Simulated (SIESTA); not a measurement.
The system is NiMoIrPdW.

```
Ni Mo Pd Ir W
1.0
     4.14670    0.00000    0.00000
    -2.07335    3.59115    0.00000
     0.00000    0.00000    5.41629
Ni Mo Pd Ir W
1 1 1 1 1
Direct
  0.00000 0.00000 0.02221
  0.66667 0.33333 0.45996
  0.33333 0.66667 0.74601
  0.33333 0.66667 0.25641
  0.66667 0.33333 0.99985
```

The cell was built by a generator and needn't be a form met in nature.

Base run:

```yaml
Program: SIESTA 5.4.2
Functional: PBE
Potentials_or_basis: PseudoDojo 0.4 standard (PBE files)
Basis: DZP (energy shift 0.003 Ry; two zetas on semicore shells)
Grid_cutoff: 800 Ry
Energy_shift: 0.003 Ry
k_mesh: 7 × 7 × 5
Occupations: fermi-dirac, width 0.05 eV
Spin: collinear spin, ferromagnetic start
Starting_moments: "[1.0, 1.0, 0.0, 0.6, 0.0] μB"
```

Its results: band gap on the k mesh none (metal or under the smearing width); pressure 2.9 GPa; net moment 0.00 μB per cell; largest force 0.706 eV/Å.

Question: The run is repeated on the same cell with these changes: hubbard terms from none to Ir d U = 4 eV, Mo d U = 4 eV, Ni d U = 4 eV, Pd d U = 4 eV, W d U = 4 eV. What comes out?

Answer: Band gap on the k mesh none (metal or under the smearing width); pressure -0.4 GPa; net moment 0.00 μB per cell; largest force 0.476 eV/Å.

Caveats: short orbitals over semicore shells can move pressures by several GPa; the valence orbitals were made in a potential fitted to the semicore shell under them, which widens gaps by tenths of an eV or more; the basis of atomic orbitals isn't converged, which shifts pressures, moduli and gaps; the U is typed as a test and isn't derived for this compound (some runs).
